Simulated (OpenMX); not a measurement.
# WS in OpenMX: the effect of biaxial strain

WS:

```xyz
2
Lattice="2.8876 0.0000 0.0000 0.0000 2.8876 0.0000 0.0000 0.0000 3.0079" Properties=species:S:1:pos:R:3 pbc="T T T"
W     1.4438    1.4438    1.5039
S     0.0000    0.0000    0.0000
```

The cell was built by a generator and needn't be a form met in nature.

Alike in all runs:

* Program: OpenMX 3.8.5
* Task: band structure
* Functional: PBE
* Potentials or basis: OpenMX 2013 PBE set, W7.0-s3p2d2f1, S7.0-s2p2d1f1, grid cutoff 400 Ry
* k mesh: 7 × 7 × 7
* Occupations: fermi-dirac, width 0.05 eV
* Spin: no spin polarisation

| biaxial strain | pressure (GPa) |
| --- | --- |
| -4 % | ? |
| -2 % | 13.0 |
| 0 % | 2.3 |
| 2 % | -6.5 |
| 4 % | -13.3 |

Problem. What does the run with biaxial strain -4 % give?

Solution. Pressure 26.4 GPa.

Worked out: A parabola through the other rows of the pressure, of slope -6.82 GPa per % there, extrapolates to 25.7 GPa, against the run's 26.4.

Caveats: the basis of atomic orbitals isn't converged, which shifts pressures, moduli and gaps.
